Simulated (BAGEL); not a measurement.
# SiHSBr (SMILES S[Si]Br): levels of theory compared

Wanted: a comparison of 4 runs (B3LYP/6-31G*, B3LYP/def2-SVPD, PBE0/def2-SVPD, RI-MP2/def2-SVPD) of SiHSBr. 

Program for the calculation: BAGEL 1.2.2.

### 1 The molecule

The species is SiHSBr (4 atoms), meant as a singlet with charge 0. SMILES: `S[Si]Br`. The coordinates come from a PBE0-D4/def2-TZVP relaxation.

Bond lengths: S1–Si2 2.132 Å, Si2–Br3 2.258 Å, S1–H4 1.347 Å. Angles: S1–Si2–Br3 97.0°, Si2–S1–H4 93.1°.

### 2 A single-point energy at B3LYP/6-31G(d) (density fitting with qzvpp-jkfit, spherical functions) (run 1)

input.json reads:

```json
{ "bagel": [

{
  "title": "molecule",
  "basis": "6-31gs.json",
  "df_basis": "qzvpp-jkfit",
  "angstrom": true,
  "geometry": [
    { "atom": "S", "xyz": [      -0.100100,       0.958900,      -0.584700 ] },
    { "atom": "Si", "xyz": [      -0.298800,      -0.908900,       0.423800 ] },
    { "atom": "Br", "xyz": [       1.856500,      -1.105400,       1.067300 ] },
    { "atom": "H", "xyz": [      -1.402100,       0.995100,      -0.926700 ] }
  ]
},

{ "title": "ks", "xc_func": "b3lyp" },

{ "title": "print", "file": "orbitals.molden", "orbitals": true }

]}
```

The basis set 6-31G* is read from a file made from the Basis Set Exchange's data (not shown).

Launch:

```console
$ BAGEL_NUM_THREADS=1 BAGEL input.json > input.out
```

Output:

```text
* using 1 threads per process

  ===============================================================
  ===============================================================

  *** Geometry ***

  { "atom" : "S", "xyz" : [     -0.189162,      1.812058,     -1.104923 ] },
  { "atom" : "Si", "xyz" : [     -0.564650,     -1.717572,      0.800866 ] },
  { "atom" : "Br", "xyz" : [      3.508277,     -2.088903,      2.016905 ] },
  { "atom" : "H", "xyz" : [     -2.649585,      1.880466,     -1.751209 ] },

  Number of auxiliary basis functions:      540

  Since a DF basis is specified, we compute 2- and 3-index integrals:
    o Being stored without compression. Storage requirement is 0.021 GB

  Number of basis functions:       70
  Number of electrons      :       66

    * METHOD: MOLECULE                             0.30

  *** Kohn-Sham DFT ***

    * Removing 6026 points whose weight is below 1.00e-10
    * Grid points: 53598

  === Nuclear Repulsion ===
   273.9404626208

       - DIIS with orbital gradients will be used.

  === KS iteration (b3lyp / 6-31gs.json) ===
      0      -3148.76519103          0.14000368           0.27
      1      -2810.50644909          0.20350241           0.23
      2      -2882.72932824          0.15607597           0.22
      3      -3240.66986532          0.13064738           0.22
      4      -3247.36533018          0.08560104           0.22
      5      -3261.23726133          0.05893828           0.22
      6      -3261.61986496          0.03659356           0.22
      7      -3262.06389248          0.01279165           0.22
      8      -3262.17868348          0.00534827           0.22
      9      -3262.19824310          0.00108067           0.22
     10      -3262.19901481          0.00034213           0.22
     11      -3262.19903284          0.00027754           0.22
     12      -3262.19908613          0.00002293           0.22
     13      -3262.19908628          0.00000472           0.22
     14      -3262.19908629          0.00000193           0.22
     15      -3262.19908630          0.00000113           0.22
     16      -3262.19908630          0.00000025           0.22
     17      -3262.19908630          0.00000008           0.22
     18      -3262.19908630          0.00000003           0.23
     19      -3262.19908630          0.00000001           0.22
    * SCF iteration converged.

    * Permanent dipole moment:
           (    0.815903,    -0.044733,     0.226802) a.u.

    * METHOD: KS                                   4.67

    * METHOD: PRINT                                0.01

  ===============================================================
```

Run time: 5.4 s. Hardware: 1 thread of Arm Neoverse V2, shared host; peak memory 0.24 GiB.

### 3 The energy at B3LYP/def2-SVPD (density fitting with qzvpp-jkfit) (run 2)

job.json reads:

```json
{ "bagel" : [

{
  "title" : "molecule",
  "basis" : "def2-svpd.json",
  "df_basis" : "qzvpp-jkfit",
  "angstrom" : true,
  "geometry" : [
    { "atom" : "S", "xyz" : [      -0.100100,       0.958900,      -0.584700 ] },
    { "atom" : "Si", "xyz" : [      -0.298800,      -0.908900,       0.423800 ] },
    { "atom" : "Br", "xyz" : [       1.856500,      -1.105400,       1.067300 ] },
    { "atom" : "H", "xyz" : [      -1.402100,       0.995100,      -0.926700 ] }
  ]
},

{ "title" : "ks", "xc_func" : "b3lyp" },

{ "title" : "print", "file" : "orbitals.molden", "orbitals" : true }

]}
```

The basis set def2-SVPD is read from a file made from the Basis Set Exchange's data (not shown).

Launch:

```console
$ BAGEL_NUM_THREADS=1 BAGEL job.json > job.out
```

Output:

```text
* using 1 threads per process

  ===============================================================
  ===============================================================

  *** Geometry ***

  { "atom" : "S", "xyz" : [     -0.189162,      1.812058,     -1.104923 ] },
  { "atom" : "Si", "xyz" : [     -0.564650,     -1.717572,      0.800866 ] },
  { "atom" : "Br", "xyz" : [      3.508277,     -2.088903,      2.016905 ] },
  { "atom" : "H", "xyz" : [     -2.649585,      1.880466,     -1.751209 ] },

  Number of auxiliary basis functions:      540

  Since a DF basis is specified, we compute 2- and 3-index integrals:
    o Being stored without compression. Storage requirement is 0.043 GB

  Number of basis functions:      100
  Number of electrons      :       66

    * METHOD: MOLECULE                             0.29

  *** Kohn-Sham DFT ***

    * Removing 6026 points whose weight is below 1.00e-10
    * Grid points: 53598

  === Nuclear Repulsion ===
   273.9404626208

       - DIIS with orbital gradients will be used.

  === KS iteration (b3lyp / def2-svpd.json) ===
      0      -3163.54812107          0.09842370           0.38
      1      -2798.83795816          0.17592707           0.37
      2      -2899.19951824          0.12060819           0.37
      3      -3235.99202077          0.08844647           0.37
      4      -3248.87042775          0.08567894           0.37
      5      -3259.97407890          0.04460555           0.37
      6      -3261.92799797          0.01308107           0.37
      7      -3261.88826384          0.01390350           0.37
      8      -3262.01610439          0.00454509           0.37
      9      -3262.03322924          0.00067055           0.37
     10      -3262.03342854          0.00027479           0.37
     11      -3262.03348048          0.00010388           0.37
     12      -3262.03348729          0.00002226           0.37
     13      -3262.03348762          0.00000394           0.37
     14      -3262.03348763          0.00000174           0.37
     15      -3262.03348764          0.00000044           0.37
     16      -3262.03348764          0.00000019           0.37
     17      -3262.03348764          0.00000008           0.37
     18      -3262.03348764          0.00000003           0.37
     19      -3262.03348764          0.00000002           0.37
     20      -3262.03348764          0.00000000           0.37
    * SCF iteration converged.

    * Permanent dipole moment:
           (    0.670193,    -0.082950,     0.212454) a.u.

    * METHOD: KS                                   7.97

    * METHOD: PRINT                                0.02

  ===============================================================
```

It took 8.7 s on 1 thread of Arm Neoverse V2, shared host; peak memory 0.31 GiB.

### 4 The energy at PBE0/def2-SVPD (density fitting with qzvpp-jkfit) (run 3)

dft.json reads:

```json
{ "bagel" : [

{
  "title" : "molecule",
  "basis" : "def2-svpd.json",
  "df_basis" : "qzvpp-jkfit",
  "angstrom" : true,
  "geometry" : [
    { "atom" : "S", "xyz" : [      -0.100100,       0.958900,      -0.584700 ] },
    { "atom" : "Si", "xyz" : [      -0.298800,      -0.908900,       0.423800 ] },
    { "atom" : "Br", "xyz" : [       1.856500,      -1.105400,       1.067300 ] },
    { "atom" : "H", "xyz" : [      -1.402100,       0.995100,      -0.926700 ] }
  ]
},

{
  "title" : "ks",
  "xc_func" : "pbe0"
},

{
  "title" : "print",
  "file" : "orbitals.molden",
  "orbitals" : true
}

]}
```

The basis set def2-SVPD is read from a file made from the Basis Set Exchange's data (not shown).

Launch:

```console
$ BAGEL_NUM_THREADS=1 BAGEL dft.json > dft.out
```

Output:

```text
* using 1 threads per process

  ===============================================================
  ===============================================================

  *** Geometry ***

  { "atom" : "S", "xyz" : [     -0.189162,      1.812058,     -1.104923 ] },
  { "atom" : "Si", "xyz" : [     -0.564650,     -1.717572,      0.800866 ] },
  { "atom" : "Br", "xyz" : [      3.508277,     -2.088903,      2.016905 ] },
  { "atom" : "H", "xyz" : [     -2.649585,      1.880466,     -1.751209 ] },

  Number of auxiliary basis functions:      540

  Since a DF basis is specified, we compute 2- and 3-index integrals:
    o Being stored without compression. Storage requirement is 0.043 GB

  Number of basis functions:      100
  Number of electrons      :       66

    * METHOD: MOLECULE                             0.30

  *** Kohn-Sham DFT ***

    * Removing 6026 points whose weight is below 1.00e-10
    * Grid points: 53598

  === Nuclear Repulsion ===
   273.9404626208

       - DIIS with orbital gradients will be used.

  === KS iteration (pbe0 / def2-svpd.json) ===
      0      -3163.05116456          0.09838539           0.38
      1      -2799.51913837          0.17956433           0.37
      2      -2899.29003155          0.11087439           0.36
      3      -3073.41050027          0.13768223           0.36
      4      -3240.48205963          0.10259924           0.37
      5      -3248.53154321          0.10012813           0.36
      6      -3246.76705786          0.09295180           0.36
      7      -3142.93643957          0.40057595           0.36
      8      -3207.54700729          0.14924063           0.36
      9      -3251.41502722          0.08695196           0.37
     10      -3260.32360619          0.03755067           0.36
     11      -3261.38107969          0.00571042           0.37
     12      -3261.40340841          0.00376396           0.37
     13      -3261.41111780          0.00158704           0.36
     14      -3261.41281955          0.00035658           0.37
     15      -3261.41291106          0.00015672           0.36
     16      -3261.41292313          0.00006130           0.36
     17      -3261.41292601          0.00000356           0.37
     18      -3261.41292602          0.00000080           0.37
     19      -3261.41292602          0.00000030           0.36
     20      -3261.41292602          0.00000007           0.36
     21      -3261.41292602          0.00000004           0.36
     22      -3261.41292602          0.00000002           0.37
     23      -3261.41292602          0.00000001           0.37
    * SCF iteration converged.

    * Permanent dipole moment:
           (    0.659781,    -0.100224,     0.219658) a.u.

    * METHOD: KS                                   8.98

    * METHOD: PRINT                                0.02

  ===============================================================
```

It took 9.6 s on 1 thread of Arm Neoverse V2, shared host; peak memory 0.31 GiB.

### 5 The energy at RI-MP2/def2-SVPD (density fitting with qzvpp-jkfit) (run 4)

mp2.json reads:

```json
{ "bagel": [

{
  "title": "molecule",
  "basis": "def2-svpd.json",
  "df_basis": "qzvpp-jkfit",
  "angstrom": "true",
  "geometry": [
    { "atom": "S", "xyz": [      -0.100100,       0.958900,      -0.584700 ] },
    { "atom": "Si", "xyz": [      -0.298800,      -0.908900,       0.423800 ] },
    { "atom": "Br", "xyz": [       1.856500,      -1.105400,       1.067300 ] },
    { "atom": "H", "xyz": [      -1.402100,       0.995100,      -0.926700 ] }
  ]
},

{ "title": "hf" },

{ "title": "mp2", "ncore": 19 }

]}
```

The basis set def2-SVPD is read from a file made from the Basis Set Exchange's data (not shown).

Launch:

```console
$ BAGEL_NUM_THREADS=1 BAGEL mp2.json > mp2.out
```

Output:

```text
* using 1 threads per process

  ===============================================================
  ===============================================================

  *** Geometry ***

  { "atom" : "S", "xyz" : [     -0.189162,      1.812058,     -1.104923 ] },
  { "atom" : "Si", "xyz" : [     -0.564650,     -1.717572,      0.800866 ] },
  { "atom" : "Br", "xyz" : [      3.508277,     -2.088903,      2.016905 ] },
  { "atom" : "H", "xyz" : [     -2.649585,      1.880466,     -1.751209 ] },

  Number of auxiliary basis functions:      540

  Since a DF basis is specified, we compute 2- and 3-index integrals:
    o Being stored without compression. Storage requirement is 0.043 GB

  Number of basis functions:      100
  Number of electrons      :       66

    * METHOD: MOLECULE                             0.30

  *** RHF ***

  === Nuclear Repulsion ===
   273.9404626208

      * DIIS with orbital gradients will be used.

  === RHF iteration (def2-svpd.json) ===
      0      -3258.88525514          0.00970686           0.15
      1      -3258.96107244          0.00587439           0.16
      2      -3258.98480770          0.00108761           0.16
      3      -3258.98687324          0.00028499           0.16
      4      -3258.98703476          0.00010540           0.16
      5      -3258.98705799          0.00003368           0.16
      6      -3258.98706003          0.00000985           0.16
      7      -3258.98706018          0.00000341           0.16
      8      -3258.98706019          0.00000113           0.16
      9      -3258.98706020          0.00000039           0.15
     10      -3258.98706020          0.00000014           0.15
     11      -3258.98706020          0.00000006           0.15
     12      -3258.98706020          0.00000002           0.15
     13      -3258.98706020          0.00000001           0.15
    * SCF iteration converged.

    * Permanent dipole moment:
           (    0.755701,    -0.064691,     0.223241) a.u.

    * METHOD: HF                                   2.52

  *** RHF ***

  === Nuclear Repulsion ===
   273.9404626208

      * DIIS with orbital gradients will be used.

  === RHF iteration (def2-svpd.json) ===
      0      -3258.98706020          0.00000000           0.15
    * SCF iteration converged.

    * Permanent dipole moment:
           (    0.755700,    -0.064691,     0.223241) a.u.

  === DF-MP2 calculation ===

    * freezing 19 orbitals
    * 3-index integral transformation done
    * assembly done

      MP2 correlation energy:   -0.4607101181      0.07

      MP2 total energy:       -3259.4477703150

    * METHOD: MP2                                  0.38

  ===============================================================
```

Run time: 3.6 s. Hardware: 1 thread of Arm Neoverse V2, shared host; peak memory 0.16 GiB.

### 6 Overview of the runs

```csv
run,level,frozen core orbitals,energy (Eh),dipole moment (D),HOMO energy (eV),LUMO energy (eV),wall time
1,"B3LYP/6-31G* (density fitting with qzvpp-jkfit, spherical functions)",–,-3262.199086,2.16,-7.05,-2.82,5.4 s
2,B3LYP/def2-SVPD (density fitting with qzvpp-jkfit),–,-3262.033488,1.80,-7.09,-2.82,8.7 s
3,PBE0/def2-SVPD (density fitting with qzvpp-jkfit),–,-3261.412926,1.79,-7.29,-2.69,9.6 s
4,RI-MP2/def2-SVPD (density fitting with qzvpp-jkfit),19,-3259.447770,–,–,–,3.6 s
```

### 7 Summary of results

| quantity | value |
| --- | --- |
| run 4: total energy | -3259.44777 Eh |
| run 4: correlation energy (19 core orbitals frozen) | -460.7 mEh |

What this shows: Over runs 1, 2, 3 the dipole moment (its size) runs from 1.79 D (PBE0/def2-SVPD) to 2.16 D (B3LYP/6-31G*). The two ends differ in method and basis. Over runs 1, 2, 3 the HOMO–LUMO gap runs from 4.23 eV (B3LYP/6-31G*) to 4.60 eV (PBE0/def2-SVPD). Totals of different functionals can't be ranked against each other. All runs together took 27 s, the longest 9.6 s.
